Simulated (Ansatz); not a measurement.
I need a formation energy from the elements of MgRh and its elements. Use the Ansatz DFT code, driven from Python. Level of theory (first run): r2SCAN, PAW, cutoff 600 eV, 7×7×7 k-points, Fermi-Dirac smearing of 0.1 eV.

Script `mgrh_formation.py`:
```python
"""Is MgRh bound against its elements, after relaxing cells and atoms."""

from collections import Counter
import warnings

import ansatz as az
import numpy as np
from tabulate import tabulate


def compute(name, crystal):
    calc = crystal.calculation()
    calc = calc.functional("r2SCAN")
    calc = calc.basis(600)
    calc = calc.kpoints(spacing=0.33)
    calc = calc.occupations("fermi_dirac", width=0.1)
    calc = calc.stress()
    calc = calc.relax(force_tolerance=0.01, cell=True)
    return calc.run(threads=1)


def counts(outcome):
    return Counter(site.symbol for site in outcome.lattice.sites)

def formation_energy(outcome, mu):
    n = counts(outcome)
    return (outcome.report["energy_sigma0_ev"] - sum(k * mu[element] for element, k in n.items())) / sum(n.values())


def volume_per_atom(outcome):
    return abs(np.linalg.det(outcome.lattice.cell_ang)) / len(outcome.lattice.sites)


def main() -> None:
    warnings.simplefilter("ignore", az.DeckWarning)

    phases = {}
    mgrh = (
        az.Lattice.cubic(3.0992)
        .space_group(221)
        .atom("Mg", (0.0, 0.0, 0.0))
        .atom("Rh", (0.5, 0.5, 0.5))
    )
    phases["MgRh"] = mgrh
    mg = (
        az.Lattice.from_parameters(3.2093, 3.2093, 5.2103, alpha=90, beta=90, gamma=120)
        .space_group(194)
        .atom("Mg", (1 / 3, 2 / 3, 0.25))
    )
    phases["Mg"] = mg
    rh = (
        az.Lattice.from_parameters(2.683965, 2.683965, 2.683965, alpha=60.0, beta=60.0, gamma=60.0)
        .atom("Rh", (0.0, 0.0, 0.0))
    )
    phases["Rh"] = rh

    done = {name: compute(name, crystal) for name, crystal in phases.items()}

    # chemical potentials of the elements at zero temperature
    references = {"Mg": "Mg", "Rh": "Rh"}
    mu = {element: done[name].report["energy_sigma0_ev"] / len(done[name].lattice.sites) for element, name in references.items()}

    target = done["MgRh"]
    heat = formation_energy(target, mu)
    rows = [(name, len(o.lattice.sites), volume_per_atom(o), formation_energy(o, mu)) for name, o in done.items()]
    print(tabulate(rows, headers=["phase", "atoms", "V (A^3/atom)", "E_form (eV/atom)"], floatfmt=".4f", tablefmt="rst"))


if __name__ == "__main__":
    main()
```

```console
$ python mgrh_formation.py
=======  =======  ==============  ==================
phase      atoms    V (A^3/atom)    E_form (eV/atom)
=======  =======  ==============  ==================
MgRh           2         14.7787             -0.4618
Mg             2         22.7595              0.0000
Rh             1         13.7424              0.0000
=======  =======  ==============  ==================
```

Notes:
- For the metals among these phases the mesh is modest: differences between phases can be off by up to 40 meV an atom.
- The cells come from databases of deposited and of computed structures, and not all need be stable phases.
- The compound is the structure given, not necessarily its lowest; energies are at zero temperature, with no correction for gases. A semilocal functional's error on such energies is often 0.05 to 0.1 eV an atom, and 0.1 to 0.3 eV against gases such as O2 or F2.
- Run time: 13 s on 1 thread of Intel(R) Xeon(R) 6975P-C (Granite Rapids), with other jobs on the host, peak memory 0.58 GiB.

(Lines on the test bed's own set-up are left out of the output.)
